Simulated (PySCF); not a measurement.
# C₂H₄BrFSi: electronic excitations and core binding energies

Wanted: the electronic excitations and core binding energies of C₂H₄BrFSi (`F[C@@]1(Br)C[SiH2]1`), by calculation.

Computed with PySCF 2.14.0, with density-fitted response routines of our own, on a single molecule in the gas phase. Atoms are numbered from 0 throughout.

### Step 1. The starting structure

9 atoms, charge 0, multiplicity 1; geometry from: GFN2-xTB.

Bonds of the start (Å): F0–C1 1.36, C1–Br2 1.96, C1–C3 1.52, C3–Si4 1.89, Si4–C1 1.91, C3–H5 1.08, C3–H6 1.08, Si4–H7 1.45, Si4–H8 1.45.

### Step 2. Excited states and response: B3LYP/def2-SVPD

Job settings and geometry (Å):

```
{"job": {"kind": "uv", "xc": "B3LYP", "basis": "def2-SVPD", "nstates": 8, "ntriplets": 3}, "charge": 0, "multiplicity": 1}
F     -1.374798    -0.778921     1.219349
C     -0.745417    -0.409336     0.069264
Br    -1.941250    -0.757275    -1.439921
C     -0.084006     0.961324     0.114348
Si     1.157325    -0.458493    -0.067795
H     -0.297982     1.617484    -0.718558
H     -0.199582     1.476254     1.060433
H      1.668090    -0.735047    -1.393255
H      1.831182    -0.909996     1.130956
```

With the program's defaults for keys left out, this is: TDDFT B3LYP/def2-SVPD, vertical, gas phase, core orbitals frozen in the response.

The run is started by

```console
$ OMP_NUM_THREADS=1 python probes_run.py task.json out
```

One launch serves the whole session: the jobs run in the order shown.

**Question.** This job is followed by: delta-SCF UKS SCAN, pcX-2 on the ionised atom, pcseg-1 elsewhere, spin-free X2C. Predict these results of the whole session: lowest singlet (B3LYP/def2-SVPD); brightest single state of those computed; lowest triplet; surface potential, 1st and 99th percentile; C1s binding energies, SCAN/pcX-2; F1s binding energies, SCAN/pcX-2; Si1s binding energies, SCAN/pcX-2; Si2p binding energies, SCAN/pcX-2.

**Answer**, as computed:

| quantity | value |
| --- | --- |
| lowest singlet (B3LYP/def2-SVPD) | 4.83 eV (257 nm), f = 0.058 |
| brightest single state of those computed | state 3, 5.71 eV, f = 0.074 |
| lowest triplet | 4.08 eV |
| surface potential, 1st and 99th percentile | -0.93 V and 1.67 V |
| C1s binding energies, SCAN/pcX-2 | C1 293.37, C3 290.67 eV |
| F1s binding energies, SCAN/pcX-2 | F0 692.57 eV |
| Si1s binding energies, SCAN/pcX-2 | Si4 1846.96 eV |
| Si2p binding energies, SCAN/pcX-2 | Si4 107.50 eV |

**Reading.** The first singlet state (HOMO→LUMO 0.88) lies at 4.83 eV and is bright; of the 8 states computed, the strongest absorption comes from state 3 at 5.71 eV. The lowest triplet lies 0.75 eV below the lowest singlet (triplets in Tamm-Dancoff, singlets in full TDDFT). At B3LYP/def2-SVPD, counted by nearest atom on the grid, the HOMO lies on Br2 37 %; C1 23 %, the LUMO on Br2 28 %; C1 19 %. C1 (three-membered-ring carbon bearing a halogen) binds its C1s electron 2.70 eV more tightly than C3 (three-membered-ring carbon).
